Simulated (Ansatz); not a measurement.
**CH₆GeOSi: a ladder of functionals and wavefunction methods**

An exercise on one series of results from a longer session: the logs are not shown, and one member is left open.

Program: Ansatz 0.2.0, Gaussian basis. Level of theory: functionals in def2-TZVPP, the program's frozen cores in correlated methods. These are calculated values, not measurements.

The runs, in order: PBE-D4, r2SCAN-D4, PBE0-D4, B3LYP-D4, ωB97X-V, ωB97M-V, B2PLYP; CCSD(T)/def2-TZVPP; MP2/def2-QZVPP; extrapolation to the limit.

**The geometry**

An earlier PBE0-D4 in a triple-zeta def2 set relaxation fixed the geometry.

SMILES `[SiH3][CH]1[O][GeH2]1`, 10 atoms, charge 0, spin multiplicity 1.

Atoms are counted from 1 here; the program's logs count them from 0.

Bond lengths: Si1–C2 1.870 Å, Si1–H5 1.488 Å, Si1–H6 1.487 Å, Si1–H7 1.488 Å, C2–O3 1.446 Å, C2–Ge4 1.906 Å, C2–H8 1.094 Å, O3–Ge4 1.824 Å, Ge4–H9 1.526 Å, Ge4–H10 1.525 Å. Angles: C2–Si1–H5 111.2°, C2–Si1–H6 109.1°, C2–Si1–H7 109.0°, H5–Si1–H6 108.9°, H5–Si1–H7 109.1°, H6–Si1–H7 109.6°, Si1–C2–O3 115.9°, Si1–C2–Ge4 120.9°, Si1–C2–H8 116.8°, O3–C2–Ge4 64.2°, O3–C2–H8 113.3°, Ge4–C2–H8 114.8°, C2–O3–Ge4 70.2°, C2–Ge4–O3 45.6°, C2–Ge4–H9 120.9°, C2–Ge4–H10 121.3°, O3–Ge4–H9 112.3°, O3–Ge4–H10 112.8° and more.

Geometry (Å):

```csv
atom,x (Å),y (Å),z (Å)
Si1,0.2921,1.3864,0.6690
C2,-0.7044,-0.0622,0.0322
O3,-0.5384,-1.3066,0.7498
Ge4,0.1294,-1.4741,-0.9388
H5,-0.1811,1.8143,2.0130
H6,1.7215,0.9895,0.7665
H7,0.1546,2.5247,-0.2797
H8,-1.7414,0.1395,-0.2517
H9,-0.6951,-2.4306,-1.7948
H10,1.6460,-1.6323,-0.9626
```

Set-up of the first run:

Input file in.yaml:

```yaml
crystal:
  periodic: [false, false, false]
  atoms:
    - {symbol: Si, position_ang: [0.292077, 1.386421, 0.668956]}
    - {symbol: C, position_ang: [-0.704430, -0.062165, 0.032164]}
    - {symbol: O, position_ang: [-0.538446, -1.306555, 0.749806]}
    - {symbol: Ge, position_ang: [0.129438, -1.474051, -0.938777]}
    - {symbol: H, position_ang: [-0.181100, 1.814345, 2.012984]}
    - {symbol: H, position_ang: [1.721506, 0.989534, 0.766547]}
    - {symbol: H, position_ang: [0.154582, 2.524668, -0.279672]}
    - {symbol: H, position_ang: [-1.741380, 0.139544, -0.251700]}
    - {symbol: H, position_ang: [-0.695111, -2.430618, -1.794767]}
    - {symbol: H, position_ang: [1.645965, -1.632323, -0.962642]}
basis:
  gaussian: {orbitals: def2-TZVPP}
hamiltonian: {xc: pbe, dispersion: d4}
output: {forces: true, orbitals: {seedname: orbitals}}
```

On the command line:

```console
$ ansatz run in.yaml --threads 4 --pin off --events-out ev --progress --plain --max-ram 10444MiB
```

Steps of the session up to this table: PBE-D4 (GGA); r2SCAN-D4 (meta-GGA); PBE0-D4 (hybrid); B3LYP-D4 (hybrid); ωB97X-V (range-separated); ωB97M-V (range-separated); B2PLYP (double hybrid); CCSD(T) in def2-TZVPP; MP2 in def2-QZVPP.

One table of the session follows, with a row left open; its other results are not shown here.

| method | atomisation energy (kJ/mol) |
| --- | --- |
| PBE-D4 | ? |
| r2SCAN-D4 | 3165.1 |
| PBE0-D4 | 3126.1 |
| B3LYP-D4 | 3135.4 |
| ωB97X-V | 3173.8 |
| ωB97M-V | 3146.1 |
| B2PLYP | 3107.9 |
| HF/def2-TZVPP | 2200.6 |
| MP2/def2-TZVPP | 3113.0 |
| CCSD/def2-TZVPP | 3031.3 |
| CCSD(T)/def2-TZVPP | 3085.4 |
| MP2/CBS | 3197.3 |
| CCSD(T)/CBS | 3169.7 |

Q: Estimate the row for PBE-D4 from the others.

As computed: atomisation energy (kJ/mol): 3184.2. In the column «atomisation energy (kJ/mol)» it lies between ωB97X-V (3173.8) and MP2/CBS (3197.3).
